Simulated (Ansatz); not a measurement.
# CH9NSi2: small, medium and large basis sets

One table from this session's results is given with a row withheld; the runs are named, their logs left out.

Program: Ansatz 0.2.0, Gaussian basis. Level of theory: one geometry, several basis sets. These are calculated values, not measurements.

Plan: PBE0-D4/def2-SVP; ωB97M-V/def2-SVP; PBE0-D4/def2-QZVPP; ωB97M-V/def2-QZVPP; the functionals' def2-TZVPP values are taken from earlier runs.

## The geometry

All runs share one geometry, relaxed beforehand with PBE0-D4 in a triple-zeta def2 set.

SMILES `C[SiH2]N[SiH3]`, 13 atoms, charge 0, spin multiplicity 1.

Atoms are counted from 1 here; the program's logs count them from 0.

Bond lengths: C1–Si2 1.865 Å, C1–H5 1.094 Å, C1–H6 1.093 Å, C1–H7 1.093 Å, Si2–N3 1.730 Å, Si2–H8 1.491 Å, Si2–H9 1.487 Å, N3–Si4 1.724 Å, N3–H10 1.011 Å, Si4–H11 1.485 Å, Si4–H12 1.489 Å, Si4–H13 1.491 Å. Angles: Si2–C1–H5 110.6°, Si2–C1–H6 110.9°, Si2–C1–H7 111.0°, H5–C1–H6 108.4°, H5–C1–H7 107.8°, H6–C1–H7 108.1°, C1–Si2–N3 112.8°, C1–Si2–H8 108.4°, C1–Si2–H9 110.4°, N3–Si2–H8 110.2°, N3–Si2–H9 106.2°, H8–Si2–H9 108.9°, Si2–N3–Si4 128.4°, Si2–N3–H10 115.9°, Si4–N3–H10 115.5°, N3–Si4–H11 108.1°, N3–Si4–H12 109.9°, N3–Si4–H13 113.5° and more.

The first run:

Contents of in.yaml:

```yaml
crystal:
  periodic: [false, false, false]
  atoms:
    - {symbol: C, position_ang: [0.548001, 2.005631, -0.681351]}
    - {symbol: Si, position_ang: [-0.416875, 0.418274, -0.851619]}
    - {symbol: N, position_ang: [0.330677, -0.910909, -0.035372]}
    - {symbol: Si, position_ang: [-0.254705, -1.802552, 1.318643]}
    - {symbol: H, position_ang: [0.048785, 2.818685, -1.215852]}
    - {symbol: H, position_ang: [0.644664, 2.292387, 0.368417]}
    - {symbol: H, position_ang: [1.553205, 1.899693, -1.098169]}
    - {symbol: H, position_ang: [-0.565391, 0.112123, -2.303696]}
    - {symbol: H, position_ang: [-1.769177, 0.566779, -0.250928]}
    - {symbol: H, position_ang: [1.189559, -1.253438, -0.443131]}
    - {symbol: H, position_ang: [-1.238649, -0.954575, 2.037765]}
    - {symbol: H, position_ang: [0.874340, -2.146092, 2.226011]}
    - {symbol: H, position_ang: [-0.924132, -3.080705, 0.944082]}
basis:
  gaussian: {orbitals: def2-SVP}
hamiltonian: {xc: pbe0, dispersion: d4}
output: {orbitals: {seedname: orbitals}}
```

Among the steps run: PBE0-D4 in def2-SVP; ωB97M-V in def2-SVP; PBE0-D4 in def2-QZVPP; ωB97M-V in def2-QZVPP.

One of the session's tables, all rows but one given; the rest of the session is left out.

It belongs to the step «Functionals by basis». 

| functional | basis | HOMO (eV) | LUMO (eV) |
| --- | --- | --- | --- |
| PBE0-D4 | def2-SVP | -7.22 | 0.74 |
| PBE0-D4 | def2-TZVPP | -7.36 | 0.19 |
| PBE0-D4 | def2-QZVPP | -7.38 | -0.01 |
| ωB97M-V | def2-SVP | ? | ? |
| ωB97M-V | def2-TZVPP | -9.65 | 1.76 |
| ωB97M-V | def2-QZVPP | -9.66 | 1.29 |

**Question.** Estimate the row for ωB97M-V, def2-SVP.

As computed: HOMO (eV): -9.49; LUMO (eV): 2.56. In the column «HOMO (eV)» it lies between ωB97M-V, def2-TZVPP (-9.65) and PBE0-D4, def2-QZVPP (-7.38).
